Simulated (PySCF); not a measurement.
# C5H10BN: magnetic properties

What do calculations give for the magnetic properties of C5H10BN (`BN1C[C@]1(C)C=C`)?

Programs: PySCF 2.14.0, with routines of our own; each step states its level. All values are computed. Atoms count from 0.

## (1) The system as given

17 atoms, charge 0, multiplicity 1; geometry from: GFN2-xTB.

## (2) Magnetic properties: GIAO PBE0/pcSseg-1

Job settings and geometry (Å):

```
{"job": {"kind": "mag", "xc": "PBE0", "basis": "pcSseg-1", "isotopologues": 2}, "charge": 0, "multiplicity": 1}
B     -1.723890     1.423732     0.302698
N     -0.874911     0.372701     0.469233
C     -0.320428    -0.606559     1.334611
C      0.100686    -0.495818    -0.102234
C     -0.386268    -1.545109    -1.081472
C      1.445541     0.059611    -0.408879
C      1.864271     1.254666    -0.030451
H     -2.365683     1.781275     1.217010
H     -1.784547     1.932605    -0.751929
H     -0.959646    -1.430152     1.635022
H      0.358555    -0.262991     2.107832
H      0.271905    -2.412093    -1.065922
H     -1.394097    -1.862207    -0.825166
H     -0.401293    -1.133845    -2.088690
H      2.086113    -0.599253    -0.979500
H      2.850504     1.613927    -0.268216
H      1.226189     1.921539     0.526143
```

With the program's defaults for keys left out, this is: GIAO PBE0/pcSseg-1 magnetisability, rotational g tensor and spin-rotation constants, non-relativistic, gas phase.

Started as:

```console
$ OMP_NUM_THREADS=1 python excited_run.py task.json out
```

One launch serves the whole session: the jobs run in the order shown.

Output:

```text
coarse grid: 13784 points
cycle   1  E = -275.6519660342  dE =  9.455e-01  |g| = 3.924e-01  |ddm| = 3.579e+00
cycle   2  E = -275.6563406473  dE = -4.375e-03  |g| = 3.947e-01  |ddm| = 7.020e-01
cycle   3  E = -275.6938612960  dE = -3.752e-02  |g| = 7.608e-02  |ddm| = 3.495e-01
cycle   4  E = -275.6949602635  dE = -1.099e-03  |g| = 3.090e-02  |ddm| = 7.469e-02
cycle   5  E = -275.6951727443  dE = -2.125e-04  |g| = 7.897e-03  |ddm| = 2.957e-02
cycle   6  E = -275.6951876740  dE = -1.493e-05  |g| = 2.111e-03  |ddm| = 8.077e-03
cycle   7  E = -275.6951885369  dE = -8.630e-07  |g| = 7.498e-04  |ddm| = 1.991e-03
final grid: 131960 points
cycle   8  E = -275.7357090681  dE = -4.927e-05  |g| = 7.311e-03  |ddm| = 3.989e-02
cycle   9  E = -275.7357063584  dE =  2.710e-06  |g| = 8.172e-03  |ddm| = 1.459e-02
cycle  10  E = -275.7357229182  dE = -1.656e-05  |g| = 1.553e-03  |ddm| = 7.990e-03
cycle  11  E = -275.7357234532  dE = -5.351e-07  |g| = 2.449e-04  |ddm| = 1.226e-03
cycle  12  E = -275.7357234651  dE = -1.184e-08  |g| = 9.027e-05  |ddm| = 2.613e-04
cycle  13  E = -275.7357234671  dE = -2.010e-09  |g| = 2.975e-05  |ddm| = 9.418e-05
cycle  14  E = -275.7357234673  dE = -1.926e-10  |g| = 9.999e-06  |ddm| = 2.918e-05
converged SCF energy = -275.7357234673

Magnetisability tensor (1e-30 J/T^2)
    -1119.70     -131.47     -118.40
     -131.47    -1092.51        7.70
     -118.40        7.70    -1109.94
isotropic -1107.38   principal values   -1283.79  -1109.81   -928.55
isotropic susceptibility -66.688 1e-6 cm^3/mol

Inertial axes            a          b          c
rot. const./GHz      3.2066     2.6803     1.9442
chi total           -65.193    -66.106    -68.765
chi diamagnetic    -497.252   -557.920   -737.474
chi paramagnetic    432.058    491.814    668.709
quadrupole/D A       -0.633      1.646     -1.012
g nuclear            0.6304     0.6016     0.6018
g electronic        -0.6509    -0.6193    -0.6108
g total             -0.0205    -0.0177    -0.0090

Spin-rotation constants (kHz, H = +C I.J)
atom  isotope        aa         bb         cc
  0    11B        0.775      0.644      0.616
  1    14N        0.234      0.191      0.255
  7     1H       -0.030     -0.099     -0.117
  8     1H       -0.274     -0.238      0.131
  9     1H       -0.162     -0.165     -0.147
 10     1H       -0.276     -0.208     -0.056
 11     1H       -0.232     -0.084     -0.170
 12     1H        0.044     -0.287     -0.228
 13     1H       -0.335     -0.298      0.055
 14     1H       -0.005      0.016     -0.221
 15     1H        0.265     -0.256     -0.220
 16     1H       -0.057      0.024     -0.225
  2    13C*       0.456      0.395      0.476
  3    13C*       0.519      0.421      0.389
  4    13C*       0.461      0.366      0.348
  5    13C*       1.575      0.988      0.307
  6    13C*       1.466      0.828      0.233
* in the singly substituted isotopologue

Isotopologues: g along a, b, c
2H    at 7,8,9,10,11,12    -0.0160    -0.0147    -0.0074
10B   at 0                 -0.0195    -0.0193    -0.0091
```

Wall time 52 s (1 thread of Arm Neoverse N1, shared host); peak memory 0.84 GiB.

Key values:

```tsv
quantity	value
magnetisability	-1107·10⁻³⁰ J/T²
molar susceptibility	-66.7·10⁻⁶ cm³/mol
rotational g (a, b, c)	-0.0205, -0.0177, -0.0090
```

The fields below are evaluated on a grid from the run's orbitals.

Frontier orbitals at PBE0/pcSseg-1, with the share of their density that lies nearest to each atom:

```tsv
orbital	energy (eV)	lies on
HOMO	-7.41	C6 29 %; C5 23 %; N1 11 %
LUMO	-0.05	C5, C6 about 26 % each; H14, H15, H16 about 8 % each
```

ELF in a plane through or near 10 of the atoms.

Ten even steps from '0' (0.00) to '9' (1.00):
```
0000000000000000000000000000
0000000000000000000000000000
0000000023200000000000000000
0000001799950000000000000000
0000007999982000011000000000
0000018999972100599600000000
0000004899535620899822310000
0000000124688860699779991000
0000000036833750151299994000
0000000037877853477489992000
0000000000135219484412310000
0000000023248547659830000000
0000000799867862399981000000
0000001999953751089992000000
0000000498569997005620000000
0000000000179998100000000000
0000000000038984000000000000
0000000000001110000000000000
0000000000000000000000000000
0000000000000000000000000000
```
The map spans 11.6 Å across and 10.5 Å up, centred on the molecule. Atoms in the plane (x, y in Å): N1 (-0.8, 0.7), C3 (0.0, -0.5), C5 (1.4, -0.4), C6 (2.1, 0.7), H7 (-1.9, 2.6), H11 (-0.3, -2.6), H12 (-1.7, -1.7), H14 (2.0, -1.4), H15 (3.2, 0.7), H16 (1.6, 1.7).

log10 of the density (e/Å³) in the same plane.

Values, 10 rows by 14 columns:
```
-4.0 -4.0 -4.0 -4.0 -4.0 -4.0 -4.0 -4.0 -4.0 -4.0 -4.0 -4.0 -4.0 -4.0
-4.0 -4.0 -4.0 -3.0 -2.4 -2.3 -2.8 -3.4 -4.0 -4.0 -4.0 -4.0 -4.0 -4.0
-4.0 -4.0 -3.3 -2.0 -0.7 -0.7 -1.6 -2.4 -2.5 -2.3 -2.8 -3.6 -4.0 -4.0
-4.0 -4.0 -3.2 -1.9 -0.6 -0.2 -0.5 -1.2 -0.8 -0.1 -1.1 -1.7 -2.9 -4.0
-4.0 -4.0 -3.7 -2.5 -1.2  0.1  0.7 -0.4 -0.7  0.5  0.2 -0.5 -2.1 -3.8
-4.0 -4.0 -4.0 -3.1 -1.8 -0.9  0.1  0.4  0.3  0.3 -0.8 -1.6 -2.8 -4.0
-4.0 -4.0 -4.0 -2.5 -1.0 -0.2  0.2 -0.1 -0.5  0.4 -1.0 -2.6 -4.0 -4.0
-4.0 -4.0 -4.0 -2.8 -1.4 -0.6  0.2 -0.2 -1.7 -1.7 -2.2 -3.4 -4.0 -4.0
-4.0 -4.0 -4.0 -4.0 -3.0 -2.2 -1.5 -1.6 -2.6 -3.6 -4.0 -4.0 -4.0 -4.0
-4.0 -4.0 -4.0 -4.0 -4.0 -3.8 -3.4 -3.5 -4.0 -4.0 -4.0 -4.0 -4.0 -4.0
```
The map spans 11.6 Å across and 10.5 Å up, centred on the molecule. Atoms in the plane (x, y in Å): N1 (-0.8, 0.7), C3 (0.0, -0.5), C5 (1.4, -0.4), C6 (2.1, 0.7), H7 (-1.9, 2.6), H11 (-0.3, -2.6), H12 (-1.7, -1.7), H14 (2.0, -1.4), H15 (3.2, 0.7), H16 (1.6, 1.7).

On the surface of density 0.002 e/bohr³ the electrostatic potential runs, from the 1st to the 99th percentile, from -0.67 V near C6 to 0.89 V near H14.

## (3) Magnetic properties: GIAO wB97X/cc-pVDZ

Settings changed since step 2:

```diff
@@ -1,2 +1,2 @@
-{"job": {"kind": "mag", "xc": "PBE0", "basis": "pcSseg-1", "isotopologues": 2}, "charge": 0, "multiplicity": 1}
+{"job": {"kind": "mag", "xc": "wB97X", "basis": "cc-pVDZ", "scf": {"level_shift": 0.3}}, "charge": 0, "multiplicity": 1}
 B     -1.723890     1.423732     0.302698
```

With the program's defaults for keys left out, this is: GIAO wB97X/cc-pVDZ magnetisability, rotational g tensor and spin-rotation constants, non-relativistic, gas phase.

Output:

```text
final grid: 131960 points
cycle   1  E = -275.9783313843  dE =  1.441e+00  |g| = 4.664e-01  |ddm| = 7.224e+00
cycle   2  E = -276.0379853362  dE = -5.965e-02  |g| = 2.065e-01  |ddm| = 1.035e+00
cycle   3  E = -276.0485558221  dE = -1.057e-02  |g| = 5.069e-02  |ddm| = 4.041e-01
cycle   4  E = -276.0497674787  dE = -1.212e-03  |g| = 1.976e-02  |ddm| = 1.580e-01
cycle   5  E = -276.0499679054  dE = -2.004e-04  |g| = 7.281e-03  |ddm| = 5.558e-02
cycle   6  E = -276.0500084020  dE = -4.050e-05  |g| = 3.148e-03  |ddm| = 2.613e-02
cycle   7  E = -276.0500174702  dE = -9.068e-06  |g| = 1.445e-03  |ddm| = 1.277e-02
cycle   8  E = -276.0500195813  dE = -2.111e-06  |g| = 6.485e-04  |ddm| = 5.621e-03
cycle   9  E = -276.0500200793  dE = -4.980e-07  |g| = 2.986e-04  |ddm| = 2.454e-03
cycle  10  E = -276.0500201921  dE = -1.128e-07  |g| = 1.368e-04  |ddm| = 1.102e-03
cycle  11  E = -276.0500202150  dE = -2.290e-08  |g| = 5.920e-05  |ddm| = 4.684e-04
cycle  12  E = -276.0500202192  dE = -4.222e-09  |g| = 2.729e-05  |ddm| = 1.908e-04
cycle  13  E = -276.0500202200  dE = -7.855e-10  |g| = 1.081e-05  |ddm| = 8.058e-05
level shift removed, Fock matrix diagonalised once more
converged SCF energy = -276.0500202200

Magnetisability tensor (1e-30 J/T^2)
    -1118.97     -131.58     -121.89
     -131.58    -1097.38        9.39
     -121.89        9.39    -1114.53
isotropic -1110.29   principal values   -1287.35  -1115.98   -927.55
isotropic susceptibility -66.863 1e-6 cm^3/mol

Inertial axes            a          b          c
rot. const./GHz      3.2066     2.6803     1.9442
chi total           -65.077    -66.332    -69.181
chi diamagnetic    -496.609   -557.116   -736.921
chi paramagnetic    431.532    490.784    667.740
quadrupole/D A       -0.593      1.412     -0.819
g nuclear            0.6304     0.6016     0.6018
g electronic        -0.6501    -0.6180    -0.6099
g total             -0.0197    -0.0164    -0.0081

Spin-rotation constants (kHz, H = +C I.J)
atom  isotope        aa         bb         cc
  0    11B        0.684      0.568      0.552
  1    14N        0.197      0.161      0.222
  7     1H       -0.035     -0.103     -0.116
  8     1H       -0.276     -0.241      0.129
  9     1H       -0.163     -0.169     -0.149
 10     1H       -0.279     -0.209     -0.058
 11     1H       -0.238     -0.086     -0.174
 12     1H        0.043     -0.292     -0.233
 13     1H       -0.343     -0.302      0.053
 14     1H       -0.004      0.011     -0.224
 15     1H        0.266     -0.263     -0.224
 16     1H       -0.059      0.022     -0.228
  2    13C*       0.376      0.326      0.414
  3    13C*       0.448      0.356      0.342
  4    13C*       0.377      0.311      0.300
  5    13C*       1.446      0.887      0.260
  6    13C*       1.335      0.747      0.189
* in the singly substituted isotopologue
```

Wall time 53 s (1 thread of Arm Neoverse N1, shared host); peak memory 0.75 GiB.

Key values:

```tsv
quantity	value
magnetisability	-1110·10⁻³⁰ J/T²
molar susceptibility	-66.9·10⁻⁶ cm³/mol
rotational g (a, b, c)	-0.0197, -0.0164, -0.0081
```

## (4) The levels compared

```tsv
level	ξ (10⁻³⁰ J/T²)	g(a)	g(b)	gap (eV)	functions	time
GIAO PBE0/pcSseg-1	-1107	-0.0205	-0.0177	7.36	169	52 s
GIAO wB97X/cc-pVDZ	-1110	-0.0197	-0.0164	12.03	148	53 s
```

## (5) Results

```
                                           quantity                      value
       magnetisability (step 2, GIAO PBE0/pcSseg-1)           -1107·10⁻³⁰ J/T²
  molar susceptibility (step 2, GIAO PBE0/pcSseg-1)         -66.7·10⁻⁶ cm³/mol
rotational g (a, b, c) (step 2, GIAO PBE0/pcSseg-1)  -0.0205, -0.0177, -0.0090
              surface potential, 1st and 99th percentile         -0.67 V and 0.89 V
                    magnetisability over the levels  -1110 to -1107·10⁻³⁰ J/T²
```

In words: The magnetisability spreads by 0.3 % over 2 levels of like cost. Two levels can agree by chance, so this spread shows no convergence. Vibrational averaging and real surroundings are missing from these values.
